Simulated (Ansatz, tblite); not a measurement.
# CoF₃H₆O₃−: one state, many levels

One table from this session's results is given with a row withheld; the runs are named, their logs left out.

Method: as each input shows; program: Ansatz 0.2.0, Gaussian basis.

Plan: GFN1-xTB, GFN2-xTB, PBE-D4/def2-TZVPD, r2SCAN-D4/def2-TZVPD, BHLYP-D4/def2-TZVPD, ωB97X-V/def2-TZVPD, HSE06-D4/def2-TZVPD, MP2/def2-SVPD, RPA/def2-SVPD.

1 further run of the same task is left out (set aside as unsound or not needed).

## The relaxed structure

The quartet was relaxed beforehand with B3LYP-D4/def2-SVPD.

13 atoms, charge -1, spin multiplicity 4.

Bond lengths: Co1–F2 1.941 Å, Co1–F3 1.885 Å, Co1–F4 1.886 Å, Co1–O6 2.222 Å, O5–H8 0.973 Å, O5–H9 0.974 Å, O6–H10 0.966 Å, O6–H11 0.986 Å, O7–H12 0.975 Å, O7–H13 0.973 Å. Angles: F2–Co1–F3 115.2°, F2–Co1–F4 121.9°, F2–Co1–O6 75.6°, F3–Co1–F4 116.2°, F3–Co1–O6 123.8°, F4–Co1–O6 96.7°, H8–O5–H9 102.2°, Co1–O6–H10 100.5°, Co1–O6–H11 79.1°, H10–O6–H11 106.6°, H12–O7–H13 102.1°.

Coordinates:

```
atom    x (Å)    y (Å)    z (Å)
 Co1   0.2756   0.1194   0.2808
  F2  -0.8485   1.2355   1.4018
  F3  -0.6513  -1.0438  -0.8775
  F4   1.9871  -0.4474   0.8344
  O5  -3.0815   0.1577  -0.0148
  O6   0.8494   2.1977  -0.2551
  O7   1.6914  -2.6926  -0.8596
  H8  -2.5230   0.6489   0.6129
  H9  -2.4308  -0.4042  -0.4728
 H10   1.7185   2.2547   0.1635
 H11   0.1841   2.3655   0.4532
 H12   2.0289  -2.0405  -0.2182
 H13   0.8001  -2.3510  -1.0486
```

No spin-orbit coupling is included. The ion is computed in the gas phase, without counter-ions or solvent.

PBE0-D4/def2-TZVPD was run before; its log isn't repeated, and its numbers join the tables.

Set-up of the first run:

Tight binding, by tblite at 300 K electronic temperature and without a spin-polarisation term:

```python
tblite.interface.Calculator('GFN1-xTB', numbers, positions, charge=-1, uhf=3).singlepoint()
```

Tight binding, by tblite at 300 K electronic temperature and without a spin-polarisation term:

```python
tblite.interface.Calculator('GFN2-xTB', numbers, positions, charge=-1, uhf=3).singlepoint()
```

start.molden holds the orbitals of an earlier run on this state, given as this run's starting guess.

in.yaml reads:

```yaml
crystal:
  periodic: [false, false, false]
  atoms:
    - {symbol: Co, position_ang: [0.275550, 0.119358, 0.280802]}
    - {symbol: F, position_ang: [-0.848507, 1.235545, 1.401838]}
    - {symbol: F, position_ang: [-0.651298, -1.043793, -0.877465]}
    - {symbol: F, position_ang: [1.987127, -0.447367, 0.834363]}
    - {symbol: O, position_ang: [-3.081479, 0.157707, -0.014814]}
    - {symbol: O, position_ang: [0.849447, 2.197719, -0.255142]}
    - {symbol: O, position_ang: [1.691390, -2.692559, -0.859641]}
    - {symbol: H, position_ang: [-2.522980, 0.648892, 0.612919]}
    - {symbol: H, position_ang: [-2.430850, -0.404237, -0.472793]}
    - {symbol: H, position_ang: [1.718495, 2.254651, 0.163504]}
    - {symbol: H, position_ang: [0.184119, 2.365536, 0.453188]}
    - {symbol: H, position_ang: [2.028889, -2.040500, -0.218188]}
    - {symbol: H, position_ang: [0.800099, -2.350951, -1.048591]}
basis:
  gaussian: {orbitals: def2-TZVPD, initial_orbitals: start.molden}
total_charge: -1
magnetization: {spin_polarized: true, initial_magnetization: 3}
hamiltonian: {xc: pbe, dispersion: d4}
scf: {omitted_lower_state_checks: [starts]}
output: {forces: true, orbitals: {seedname: orbitals}}
```

On the command line:

```console
$ ansatz run in.yaml --threads 4 --pin off --events-out ev --progress --plain --max-ram 8704MiB
```

Among the steps run: PBE-D4/def2-TZVPD; r2SCAN-D4/def2-TZVPD; BHLYP-D4/def2-TZVPD; ωB97X-V/def2-TZVPD; HSE06-D4/def2-TZVPD; MP2/def2-SVPD; RPA/def2-SVPD.

One of the session's tables, all rows but one given; the rest of the session is left out.

It belongs to the step «Levels side by side». 

```
               level  HOMO (eV)  LUMO (eV)  gap (eV)
   PBE-D4/def2-TZVPD          ?          ?         ?
r2SCAN-D4/def2-TZVPD      -1.26       1.00      2.26
  PBE0-D4/def2-TZVPD      -3.47       2.47      5.95
 HSE06-D4/def2-TZVPD      -3.05       2.12      5.17
 BHLYP-D4/def2-TZVPD      -5.98       3.04      9.02
  ωB97X-V/def2-TZVPD      -6.11       4.01     10.11
```

Estimate the missing values for PBE-D4/def2-TZVPD.

The run gave: HOMO (eV): -0.77; LUMO (eV): 0.36; gap (eV): 1.13. In the column «HOMO (eV)» it is the highest.
